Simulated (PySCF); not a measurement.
**Ce(NH2)3: other functionals and bases at one geometry**

One table from this session's results is given with a row withheld; the runs are named, their logs left out.

Program: PySCF 2.14.0. Level of theory: several levels, as the steps say, no spin–orbit coupling. These are calculated values, not measurements.

6 further runs of the same task are left out: 2 for a known fault of the program, 4 that didn't finish.

## Starting geometry

10 atoms, charge 0, spin multiplicity 1.

Bond lengths: Ce1–N2 2.280 Å, Ce1–N5 2.281 Å, Ce1–N8 2.280 Å, N2–H3 1.022 Å, N2–H4 1.022 Å, N5–H6 1.022 Å, N5–H7 1.022 Å, N8–H9 1.022 Å, N8–H10 1.022 Å. Angles: N2–Ce1–N5 119.4°, N2–Ce1–N8 119.4°, N5–Ce1–N8 120.1°, Ce1–N2–H3 127.7°, Ce1–N2–H4 127.2°, H3–N2–H4 105.0°, Ce1–N5–H6 128.4°, Ce1–N5–H7 126.5°, H6–N5–H7 105.0°, Ce1–N8–H9 127.0°, Ce1–N8–H10 127.9°, H9–N8–H10 105.1°.

Coordinates:

```
Ce   -0.0080   -0.0190   -0.1638
N     2.2670   -0.0045   -0.0101
H     2.8884   -0.8022    0.1395
H     2.8838    0.8098   -0.0425
N    -1.1362    1.9615   -0.2430
H    -2.1450    2.1189   -0.2074
H    -0.7225    2.8956   -0.2640
N    -1.1398   -1.9663    0.1903
H    -0.7369   -2.8912    0.3531
H    -2.1509   -2.1026    0.2479
```

Formal oxidation states: Ce +3. Each metal's 1 4f electrons lie in its core potential, so multiplicities, spins and levels count the valence alone. An earlier session relaxed this geometry at PBE0, Ce lcecp-1-SVP with ECP47, N def2-SVP, H def2-SVP (singlet, point group Cs).

At PBE0 on the finer grid: E = -199.860432 Eh, HOMO -5.84 eV, LUMO -1.07 eV, Mulliken charge on Ce1 +0.99 e, largest force component 0.022 eV/Å. 

Levels to run: TPSSh; BP86; wB97X; PBE; PBE0, TZVP. Hardware: 2 threads of Arm Neoverse V1, shared host.

Set-up of the first run:

run.py (the lines that set the calculation)

```python
mol = gto.M(atom='''
Ce    -0.00799    -0.01903    -0.16377
N      2.26703    -0.00447    -0.01014
H      2.88844    -0.80219     0.13953
H      2.88384     0.80982    -0.04249
N     -1.13617     1.96151    -0.24299
H     -2.14504     2.11891    -0.20741
H     -0.72253     2.89556    -0.26395
N     -1.13984    -1.96630     0.19025
H     -0.73687    -2.89119     0.35308
H     -2.15087    -2.10262     0.24788''',
    basis={'Ce': 'lcecp-1-SVP', 'N': 'def2-SVP', 'H': 'def2-SVP'},
    ecp={'Ce': 'lcecp-1-SVP'},
    charge=0, spin=0)
mf = dft.RKS(mol, xc='TPSSH')
mf.grids.atom_grid = (75, 302)  # f atoms: unpruned, at least (60, 302)
mf = mf.density_fit()  # fitting sets: Ce AutoAux, N def2-universal-JKFIT, H def2-universal-JKFIT
mf.conv_tol = 1e-08; mf.max_cycle = 55
mf.kernel(dm0)  # dm0: the density of the relaxed state
```

The run is started by

```console
OMP_NUM_THREADS=2 python run.py
```

Among the steps run: TPSSh; BP86; wB97X; PBE; PBE0, TZVP.

One of the session's tables, all rows but one given; the rest of the session is left out.

```
              level  HOMO (eV)  gap (eV)  charge on Ce1 (e)  dipole (D)  largest force component (eV/Å)
PBE0 (relaxed here)      -5.84      4.77               0.99        0.53                            0.02
              TPSSh      -5.08      3.84               0.97        0.52                            0.19
               BP86          ?         ?                  ?           ?                               ?
              wB97X      -8.25      8.71               1.03        0.59                            0.14
                PBE      -4.54      2.84               0.79        0.48                            0.39
         PBE0, TZVP      -6.03      4.91               1.56        0.58                            0.44
```

Estimate the missing values for BP86.

As computed: HOMO (eV): -4.64; gap (eV): 2.93; charge on Ce1 (e): 0.80; dipole (D): 0.50; largest force component (eV/Å): 0.44. In the column «HOMO (eV)» it lies between TPSSh (-5.08) and PBE (-4.54).

In one basis the HOMO–LUMO gap runs from 2.84 eV (PBE) to 8.71 eV (wB97X). The largest leftover force, 0.44 eV/Å with BP86, stands at a geometry relaxed at another level. With 4f in the core, its levels are missing from HOMO and gap, and its count is fixed, so no charge can pass from the ligands into it. Total energies of different levels can't be compared.
